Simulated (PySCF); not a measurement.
**C4H4BFO4: electronic excitations**

What electronic excitations should C4H4BFO4 (`O=COC1=C(F)C=[O+][BH2-]O1`) show?

Programs: PySCF 2.14.0, with density-fitted response routines of our own. Each step states its level of theory. These are calculated values for one molecule in the gas phase, unless marked as measured. Atoms are numbered from 0 throughout.

## (1) The molecule as given

14 atoms, charge 0, multiplicity 1; geometry from: GFN2-xTB.

Bonds of the start (Å): O0–C1 1.18, C1–O2 1.36, O2–C3 1.36, C3–C4 1.41, C4–F5 1.35, C4–C6 1.38, C6–O7 1.26, O7–B8 1.54, B8–O9 1.57, O9–C3 1.25, C1–H10 1.10, C6–H11 1.09, B8–H12 1.18, B8–H13 1.18.

## (2) Ultraviolet spectrum: B3LYP/def2-SVPD

Job settings and geometry (Å):

```
{"job": {"kind": "uv", "xc": "B3LYP", "basis": "def2-SVPD", "nstates": 8, "ntriplets": 3}, "charge": 0, "multiplicity": 1}
O      2.375243    -1.878823    -0.650657
C      2.673909    -0.751374    -0.462247
O      1.851397     0.290756    -0.162403
C      0.506977     0.176833    -0.027980
C     -0.179178     1.363653     0.289908
F      0.495911     2.526239     0.443480
C     -1.554580     1.322522     0.445818
O     -2.247624     0.278559     0.317972
B     -1.620291    -1.080912    -0.029865
O     -0.066707    -0.921908    -0.179766
H      3.692162    -0.332267    -0.496033
H     -2.084453     2.242558     0.695248
H     -2.036108    -1.420801    -1.083703
H     -1.807337    -1.815506     0.878061
```

Level: TDDFT B3LYP/def2-SVPD, vertical, gas phase, core orbitals frozen in the response.

Started as:

```
$ OMP_NUM_THREADS=1 python probes_run.py task.json out
```

This one command runs all jobs of the session in turn.

The program printed:

```text
coarse grid: 13344 points
cycle   1  E = -579.5983813538  dE =  2.114e+00  |g| = 1.265e+00  |ddm| = 7.344e+00
cycle   2  E = -578.3005495626  dE =  1.298e+00  |g| = 2.864e+00  |ddm| = 5.645e+00
cycle   3  E = -579.8812583864  dE = -1.581e+00  |g| = 4.029e-01  |ddm| = 4.177e+00
cycle   4  E = -579.9075657861  dE = -2.631e-02  |g| = 1.717e-01  |ddm| = 9.957e-01
cycle   5  E = -579.9125374623  dE = -4.972e-03  |g| = 3.797e-02  |ddm| = 2.409e-01
cycle   6  E = -579.9128133346  dE = -2.759e-04  |g| = 1.722e-02  |ddm| = 8.081e-02
cycle   7  E = -579.9128690836  dE = -5.575e-05  |g| = 4.699e-03  |ddm| = 2.220e-02
cycle   8  E = -579.9128732094  dE = -4.126e-06  |g| = 1.284e-03  |ddm| = 6.851e-03
final grid: 133968 points
cycle   9  E = -580.0287643365  dE = -5.773e-05  |g| = 6.531e-03  |ddm| = 1.579e-01
cycle  10  E = -580.0287479065  dE =  1.643e-05  |g| = 1.136e-02  |ddm| = 2.283e-02
cycle  11  E = -580.0287720918  dE = -2.419e-05  |g| = 1.274e-03  |ddm| = 1.427e-02
cycle  12  E = -580.0287723740  dE = -2.822e-07  |g| = 4.830e-04  |ddm| = 2.121e-03
cycle  13  E = -580.0287724139  dE = -3.984e-08  |g| = 1.047e-04  |ddm| = 6.699e-04
cycle  14  E = -580.0287724161  dE = -2.248e-09  |g| = 4.497e-05  |ddm| = 2.668e-04
cycle  15  E = -580.0287724165  dE = -3.804e-10  |g| = 1.669e-05  |ddm| = 8.293e-05
converged SCF energy = -580.0287724165

Static polarisability (au): isotropic 79.411, principal 50.073 83.651 104.508

Singlet excitations
state   eV       nm        f      main configurations
  1   3.2552    380.9   0.04888   H->L 0.96
  2   4.5813    270.6   0.00007   H-1->L 0.94
  3   5.0658    244.7   0.02144   H->L+1 0.91, H-2->L 0.09
  4   5.4069    229.3   0.24175   H-2->L 0.87, H->L+1 0.09
  5   5.4587    227.1   0.00223   H-3->L 0.84, H-1->L+1 0.15
  6   6.0938    203.5   0.02158   H->L+2 0.95
  7   6.1630    201.2   0.00004   H-4->L 0.54, H-1->L+1 0.31, H-3->L 0.09
  8   6.2291    199.0   0.00064   H-1->L+1 0.45, H-4->L 0.43

Triplet excitations (Tamm-Dancoff, eV): 2.2706 4.2562 4.4718
```

It took 46 s on 1 thread of Arm Neoverse V2, shared host; peak memory 0.91 GiB.

The orbitals next to the gap, with their largest atomic shares:

| orbital | eV | atoms |
| --- | --- | --- |
| HOMO−3 | -9.93 | O7 37 %, O0 13 %, O9 9 % |
| HOMO−2 | -8.96 | B8 25 %, H13 12 %, H12 12 % |
| HOMO−1 | -8.88 | O0 54 %, O9 10 %, C1 10 % |
| HOMO | -6.97 | C4 21 %, O7 17 %, O9 13 % |
| LUMO | -3.07 | C6 22 %, C3 20 %, O7 13 % |
| LUMO+1 | -1.20 | C1 34 %, O0 26 %, O2 14 % |
| LUMO+2 | 0.00 | C4 18 %, C3 14 %, C1 13 % |

With each of the 8 states as a Gaussian band of 0.4 eV half-width at 1/e, the curve within the window shown has maxima at 381 nm (ε 2,000), 230 nm (ε 10,000) L/(mol cm). Beyond the last state computed it falls off for lack of states. The curve at chosen wavelengths:

nm, ε (L/mol/cm) and a bar:
```
      190        287 #
      201       1126 ###
      212       3519 ###########
      223       8836 ###########################
      234       9833 ##############################
      245       5573 #################
      256       2013 ######
      268        487 #
      279        112 
      290         26 
      301         23 
      312         78 
      323        234 #
      334        533 ##
      345        962 ###
      356       1428 ####
      367       1798 #####
      378       1971 ######
      389       1924 ######
      401       1678 #####
      412       1360 ####
      423       1029 ###
      434        736 ##
      445        502 #
      456        329 #
      467        209 #
```

Leading natural transition orbitals of singlet state 4: the hole lies on H12, H13 about 18 % each; C4 14 %; B8 11 %; the particle on C3, C6 about 23 % each; O7, O9 about 11 % each; C1 8 %.

Leading natural transition orbitals of singlet state 1: the hole lies on H12, H13 about 21 % each; C4 16 %; O7, O9 about 12 % each; the particle on C3, C6 about 24 % each; O7, O9 about 11 % each; C1 7 %.

Further results of this job:

| property | computed |
| --- | --- |
| dipole moment (D) | 3.78 |
| polarisability (Å³) | 11.77 |
| HOMO–LUMO gap (eV) | 3.90 |
| −ε(HOMO) (eV) | 6.97 |

Orbitals, density, ELF and potential are computed afterwards from the orbital file.

Frontier orbitals at B3LYP/def2-SVPD, with the share of their density that lies nearest to each atom:

| orbital | energy (eV) | lies on |
| --- | --- | --- |
| HOMO | -6.97 | C4 25 %; O7 17 %; H12, H13 about 12 % each |
| LUMO | -3.07 | C3, C6 about 24 % each; O7, O9 about 11 % each; C1 7 % |

ELF in a plane through or near 12 of the atoms.

Ten even steps from ' ' (0.00) to '@' (1.00):
```
                                                        
                                                        
                                                        
                        ::--====..                      
                      ..**%%%%%%==    ----              
                        ##%%::##..  ##@@@@%%            
                ::++--  ::**%%++::::@@@@@@@@::          
      ..%%@@##  ==%%@@++..++..##%%==##@@@@++            
      ##@@@@@@====++==##==%%%%--%%::..==..              
      **@@@@@@--==%%##%%----==..::**####**--            
        --**##**::==::::++%%++..::##::--@@**..          
          ..==%%%%++  ..##++####::##%%%%##++..          
        ::**%%----%%::..@@%%%%==@@......                
        ..++%%%%%%%%::  ++==....::==--                  
          ::==****==..  ..    ..====--..                
              ....              ......                  
                                                        
                                                        
                                                        
                                                        
```
The map spans 12.6 Å across and 10.4 Å up, centred on the molecule. Atoms in the plane (x, y in Å): O0 (-2.8, -1.3), C1 (-2.8, -0.1), O2 (-1.7, 0.7), C3 (-0.5, 0.3), C4 (0.5, 1.3), F5 (0.1, 2.6), C6 (1.9, 1.0), O7 (2.3, -0.2), B8 (1.3, -1.4), O9 (-0.2, -0.9), H10 (-3.7, 0.5), H11 (2.6, 1.7).

On the surface of density 0.002 e/bohr³ the electrostatic potential runs, from the 1st to the 99th percentile, from -1.28 V near O0 to 1.70 V near H10.

## (3) Results

```
                                quantity                        value
        lowest singlet (B3LYP/def2-SVPD)  3.26 eV (381 nm), f = 0.049
brightest single state of those computed  state 4, 5.41 eV, f = 0.242
                          lowest triplet                      2.27 eV
   surface potential, 1st and 99th percentile           -1.28 V and 1.70 V
```

The first singlet state (HOMO→LUMO 0.96) lies at 3.26 eV and is weak; of the 8 states computed, the strongest absorption comes from state 4 at 5.41 eV. The lowest triplet lies 0.98 eV below the lowest singlet (triplets in Tamm-Dancoff, singlets in full TDDFT). At B3LYP/def2-SVPD, counted by nearest atom on the grid, the HOMO lies on C4 25 %; O7 17 %, the LUMO on C3, C6 about 24 % each; O7, O9 about 11 % each.
